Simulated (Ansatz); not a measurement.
# SnH₂+ (doublet): from Hartree-Fock to the top rungs at distance Sn1–H2 = 5.694 Å, def2-SVP

How much of the correlation energy of SnH₂+ (doublet) does each wave-function method recover here?

The runs use Ansatz 0.2.0, Gaussian basis; def2-SVP, core rule «outside noble gas», up to 9 orbitals frozen.

To be run: UHF; CCSD(T) on ROHF; CCSD(T) on UHF; BCCD(T) on ROHF; CISD; CCSDT(Q) on ROHF; CCSDT(Q) on UHF; CISDTQ; CASSCF and MRCISD+Q, 3 electrons in 3 orbitals; CASSCF and NEVPT2, 3 electrons in 3 orbitals; CASSCF and MRCISD+Q, 5 electrons in 6 orbitals; CASSCF and MRCISD+Q(relaxed), 5 electrons in 6 orbitals; CASSCF and NEVPT2, 5 electrons in 6 orbitals; Full CI.

25 further runs of the same task are left out: 6 for a known fault of the program, 19 that didn't finish.

### Step 1. What is computed

The geometry derives from a PBE0/def2-TZVP stationary point (not a proven minimum). One bond is set to the value named and the two fragments are kept rigid. No spin-orbit coupling is included. Elements past krypton take def2 core potentials.

3 atoms, charge 1, spin multiplicity 2.

Atoms are counted from 1 here; the program's logs count them from 0.

Bond lengths: Sn1–H3 1.655 Å.

### Step 2. UHF

in.yaml

```yaml
crystal:
  periodic: [false, false, false]
  atoms:
    - {symbol: Sn, position_ang: [0.000000, 0.000000, -1.346200]}
    - {symbol: H, position_ang: [0.000000, 0.000000, 4.347800]}
    - {symbol: H, position_ang: [0.000000, 0.000000, -3.001600]}
basis:
  gaussian: {orbitals: def2-SVP}
total_charge: 1
magnetization: {spin_polarized: true, initial_magnetization: 1}
hamiltonian: {xc: hf}
output: {orbitals: {seedname: orbitals}}
```

On the command line:

```console
ansatz run in.yaml --threads 1 --pin off --events-out ev --progress --plain --max-ram 2393MiB
```

Further steps of the session: CCSD(T) on ROHF; CCSD(T) on UHF; BCCD(T) on ROHF; CISD; CCSDT(Q) on ROHF; CCSDT(Q) on UHF; CISDTQ; CASSCF and MRCISD+Q, 3 electrons in 3 orbitals; CASSCF and NEVPT2, 3 electrons in 3 orbitals; CASSCF and MRCISD+Q, 5 electrons in 6 orbitals; CASSCF and MRCISD+Q(relaxed), 5 electrons in 6 orbitals; CASSCF and NEVPT2, 5 electrons in 6 orbitals; Full CI.

Before running them: what should the planned runs give, taken together? Wanted: FCI below the RHF energy; RMP2 from FCI; UMP2 from FCI; RCCSD from FCI; RCCSD(T) from FCI; UCCSD(T) from FCI; RCCSDT(Q) from FCI; UCCSDT(Q) from FCI; NEVPT2 pair from FCI.

The runs gave:

| quantity | value |
| --- | --- |
| FCI below the RHF energy | -1.8326 eV |
| RMP2 from FCI | +534.9 meV |
| UMP2 from FCI | +534.9 meV |
| RCCSD from FCI | +27.4 meV |
| RCCSD(T) from FCI | +7.3 meV |
| UCCSD(T) from FCI | +7.3 meV |
| RCCSDT(Q) from FCI | +0.2 meV |
| UCCSDT(Q) from FCI | +0.2 meV |
| NEVPT2 pair from FCI | +475.5 meV |
| MRCISD+Q pair from FCI | -46.0 meV |
| NEVPT2 valence from FCI | +231.7 meV |
| levels within 1 kcal/mol (43 meV) | RCCSD, UCCSD, RCCSD(T), UCCSD(T), BCCD(T), RCCSDT, UCCSDT, RCCSDT(Q), UCCSDT(Q), MRCISD pair, MRCISD valence, MRCISD+Q valence, MRCISD+Q(relaxed) valence |
| T1 diagnostic | 0.009 |
| effectively unpaired electrons | 1.05 |

In words: RCCSD(T) lands +7.3 meV from the yardstick (0.4 % of the correlation energy). MRCISD+Q pair, MRCISD+Q(relaxed) valence fall below full CI: the +Q correction isn't variational, and the cores differ from full CI's. One determinant dominates. Of the multireference levels listed MRCISD+Q valence comes nearest in total energy (+2.7 meV), which doesn't show that its space is the better one. These misses are within one basis, not against nature; the frozen cores of restricted and unrestricted runs differ, which can shift their rows.
